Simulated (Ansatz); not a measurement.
Wanted: the native input for an Ansatz 0.2.0 run.

```yaml
Task: single point
Functional: r2SCAN
Dispersion: rVV10
Potentials_or_basis: PseudoDojo stringent (PBE files)
Cutoff: 1034 eV
Density_cutoff: 4136 eV
k_mesh: 10 × 10 × 10
Occupations: fermi-dirac, width 0.025 eV
Spin: no spin polarisation
```

ZrB:

```xyz
2
Lattice="0.0000 2.3250 2.3250 2.3250 0.0000 2.3250 2.3250 2.3250 0.0000" Properties=species:S:1:pos:R:3 pbc="T T T"
Zr    0.0000    0.0000    0.0000
B     2.3250    2.3250    2.3250
```

One way to write it, as run:

input.yaml

```yaml
crystal:
  lattice:
    - [0.0, 2.325, 2.325]
    - [2.325, 0.0, 2.325]
    - [2.325, 2.325, 0.0]
  atoms:
    - { symbol: Zr, position: [0.0, 0.0, 0.0] }
    - { symbol: B, position: [0.5, 0.5, 0.5] }
hamiltonian:
  xc: r2scan
  pseudopotentials: { kind: nc, accuracy: stringent }
  dispersion: rvv10
kpoints:
  mp_grid: { grid: [10, 10, 10] }
scf:
  occupations: { method: fermi_dirac, width: 0.025 }
output:
  forces: true
  stress: true
  eigenvalues: true
```

Potentials or basis: PseudoDojo stringent (PBE files).

Launch:

```console
$ ansatz run input.yaml --threads 1 --pin off --max-ram 2560MiB --backend cpu --events-out ev --progress --plain --runs-dir out
```

Results of the run:

The band gap on the k mesh is none (metal or under the smearing width).

Caveat: the meta-GGA runs on potentials made for a GGA.

It took 6.2 s on 1 thread of Intel(R) Xeon(R) Platinum 8375C CPU @ 2.90GHz (Ice Lake), on a shared host, peak memory 0.63 GiB.
